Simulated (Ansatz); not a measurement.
Working through a rigid scan of one bond length of C₂H₆BO, SMILES [CH2]B(C)O

Computed with Ansatz 0.2.0 through its Python package.

`c2h6bo.xyz`
```text
10

C    -1.33370    0.62380   -0.49240
B    -0.00640   -0.10760   -0.35830
C     0.35510   -0.77060    1.01610
O     0.97280   -0.20560   -1.50580
H    -1.49220    1.04400   -1.55750
H    -1.40910    1.53540    0.20600
H    -0.35210   -1.52180    1.31280
H     1.41380   -1.25390    0.93700
H     0.44460    0.02660    1.85780
H     1.49020    0.57850   -1.41280
```

Run as a notebook:

**Cell 1**
```python
import warnings

import ansatz as az
import numpy as np
```

**Cell 2**
```python
warnings.simplefilter('ignore', az.DeckWarning)
```

**Cell 3**
```python
geometry = az.Crystal.molecule_from_extxyz('c2h6bo.xyz')
```

**Cell 4**
```python
symbols = [site.symbol for site in geometry.cartesian_sites]
start = np.array([site.position_ang for site in geometry.cartesian_sites])
axis = (start[0] - start[1]) / np.linalg.norm(start[0] - start[1])
moving = [0, 4, 5]
lengths, energies = [1.29, 1.4, 1.52, 1.67, 1.9, 2.28, 2.74, 3.35], []
for length in lengths:
    xyz = start.copy()
    xyz[moving] += (length - np.linalg.norm(start[0] - start[1])) * axis
    point = az.Crystal.molecule()
    for symbol, xyz in zip(symbols, xyz):
        point = point.atom(symbol, xyz.tolist())
    calculation = (
        point.calculation()
        .basis(gaussian='def2-SVP')
        .functional('CAM-B3LYP')
        .spin('collinear', total=1)
    )
    rep = calculation.run().report
    energies.append(rep['free_energy_ev'])
    print(f'r = {length:6.3f} A  E = {energies[-1]:.5f} eV  <S^2> = {abs(rep["mean_field"]["state"]["spin_squared"]):.3f}')
```
Output:
```text
r =  1.290 A  E = -4886.36083 eV  <S^2> = 0.754
r =  1.400 A  E = -4887.38538 eV  <S^2> = 0.754
r =  1.520 A  E = -4887.76417 eV  <S^2> = 0.754
r =  1.670 A  E = -4887.63686 eV  <S^2> = 0.754
r =  1.900 A  E = -4886.87047 eV  <S^2> = 0.754
r =  2.280 A  E = -4885.30208 eV  <S^2> = 0.755
r =  2.740 A  E = -4883.70317 eV  <S^2> = 0.807
r =  3.350 A  E = -4882.83538 eV  <S^2> = 1.268
```

**Cell 5**
```python
print('energy above the lowest point (eV):', [round(e - min(energies), 3) for e in energies])
```
Output:
```text
energy above the lowest point (eV): [1.403, 0.379, 0.0, 0.127, 0.894, 2.462, 4.061, 4.929]
```

Notes:
- Total energies depend on the basis set; only differences at equal settings carry meaning.
- The rest of the molecule is held rigid at a force-field or estimated start geometry, and the basis set is modest; single-reference methods fail as a bond breaks.
- The species is open-shell (spin multiplicity 2).
- The expectation value of S² is noticeably off S(S+1) in at least one run, so that state is spin-contaminated.
- Run time: 39 s on 1 thread of Intel(R) Xeon(R) Platinum 8488C (Sapphire Rapids) (shared host), peak memory 0.35 GiB.

(Lines on the test bed's own set-up are left out of the output.)
